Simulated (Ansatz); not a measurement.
# Co (hcp type): a relaxation

The task is a relaxation on Co (hcp type). The structure is shown as the input types it.

Method: DFT, PBE, PAW with Ansatz's default frozen-core files, scalar-relativistic, in Ansatz 0.2.0.

## 1. The system as given

The structure is hexagonal, space group P6_3/mmc (No. 194). Conventional cell: a = 2.297 Å, b = 2.297 Å, c = 3.710 Å, α = 90.00°, β = 90.00°, γ = 120.00°. Around Co (site symmetry -6m2) lie 12 Co at 2.28 to 2.30 Å.

Structure file:

```
CELL_PARAMETERS angstrom
2.29721 0.00000 0.00000
-1.14860 1.98944 0.00000
0.00000 0.00000 3.70977
ATOMIC_POSITIONS crystal
Co 0.33333 0.66667 0.25000
Co 0.66667 0.33333 0.75000
```

## 2. Running it

input.yaml

```yaml
crystal:
  lattice:
    - [2.2972099873, 0.0, 0.0]
    - [-1.1486049936, 1.9894422068, 0.0]
    - [0.0, 0.0, 3.7097728546]
  atoms:
    - { symbol: Co, position: [0.3333333333, 0.6666666667, 0.25], spin: 1.7 }
    - { symbol: Co, position: [0.6666666667, 0.3333333333, 0.75], spin: 1.7 }
magnetization:
  spin_polarized: true
kpoints:
  mp_grid: { grid: [0, 17, 10] }
scf:
  occupations: { method: fermi_dirac, width: 0.05 }
  max_iter: 80
hamiltonian:
  xc: pbe
  pseudopotentials: { kind: paw }
output:
  forces: true
  stress: true
relax:
  f_tol: 0.005
  max_steps: 30
  cell: { stress_tol: 0.13, fix: [volume] }
```

Started as:

```console
> ansatz run input.yaml --threads 1 --pin off --max-ram 3072MiB --backend cpu --events-out ev --progress --plain --runs-dir out
```

Q: Will this input give a usable result? If not, why, and what should change?

The run ended at the input check. It says: «invalid value for `kpoints.mp_grid.grid`: each dimension must be in 1..=255»

The suspect setting: kpoints.mp_grid.grid is [0, 17, 10]. The k-point mesh is ill-defined.

Fix: set kpoints.mp_grid.grid to [17, 17, 10].
